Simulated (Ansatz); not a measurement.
# WS2: the cost of one run

Method: DFT PBEsol, scalar-relativistic, plane waves, PAW, in Ansatz 0.2.0.

## Step 1: Starting point

Symmetry: P-3m1, No. 164, trigonal system. Conventional cell: a = 3.183 Å, b = 3.183 Å, c = 23.669 Å, α = 90.00°, β = 90.00°, γ = 120.00°. Around W (site symmetry 3m) lie 6 S at 2.41 Å. S (site symmetry 3m) has 3 W at 2.41 Å as nearest neighbours.

Structure file:

```cif
data_structure
_symmetry_space_group_name_H-M 'P-3m1'
_symmetry_Int_Tables_number 164
_cell_length_a 3.1832
_cell_length_b 3.1832
_cell_length_c 23.6688
_cell_angle_alpha 90.000
_cell_angle_beta 90.000
_cell_angle_gamma 120.000
_cell_volume 207.70
loop_
_atom_site_label
_atom_site_type_symbol
_atom_site_symmetry_multiplicity
_atom_site_Wyckoff_symbol
_atom_site_fract_x
_atom_site_fract_y
_atom_site_fract_z
_atom_site_occupancy
W1 W 2 d 0.33333 0.66667 0.63732 1
S1 S 2 d 0.33333 0.66667 0.29682 1
S2 S 2 d 0.66667 0.33333 0.57144 1
```

The structure comes from the Materials Project (structure only).

## Step 2: The base run

input.yaml reads:

```yaml
crystal:
  lattice:
    - [3.1832085602, 0.0, 0.0]
    - [-1.5916042801, 2.7567394786, 0.0]
    - [0.0, 0.0, 23.66876325]
  atoms:
    - { symbol: W, position: [0.33333333, 0.66666667, 0.63731754] }
    - { symbol: W, position: [0.66666667, 0.33333333, 0.36268246] }
    - { symbol: S, position: [0.33333333, 0.66666667, 0.29681611] }
    - { symbol: S, position: [0.66666667, 0.33333333, 0.57144183] }
    - { symbol: S, position: [0.33333333, 0.66666667, 0.42855817] }
    - { symbol: S, position: [0.66666667, 0.33333333, 0.70318389] }
basis:
  ecutwfc: 500
  fft_grid_basis: typed
kpoints:
  mp_grid: { grid: [9, 9, 1] }
hamiltonian:
  xc: pbesol
  pseudopotentials: { kind: paw }
scf:
  occupations: { method: gaussian, width: 0.05 }
output:
  forces: true
  stress: true
  eigenvalues: true
  bader: true
  write_density: true
  volumetric_format: npy
  elf: true
```

On the command line:

```bash
> ansatz run input.yaml --threads 2 --pin off --max-ram 4096MiB --backend cpu --events-out ev --progress --plain --runs-dir out
```

What time and memory should one allow on 2 threads of Intel Xeon Platinum 8259CL at 2.50GHz (Skylake/Cascade Lake), shared host?

About 43 s, with a peak of 0.59 GiB.
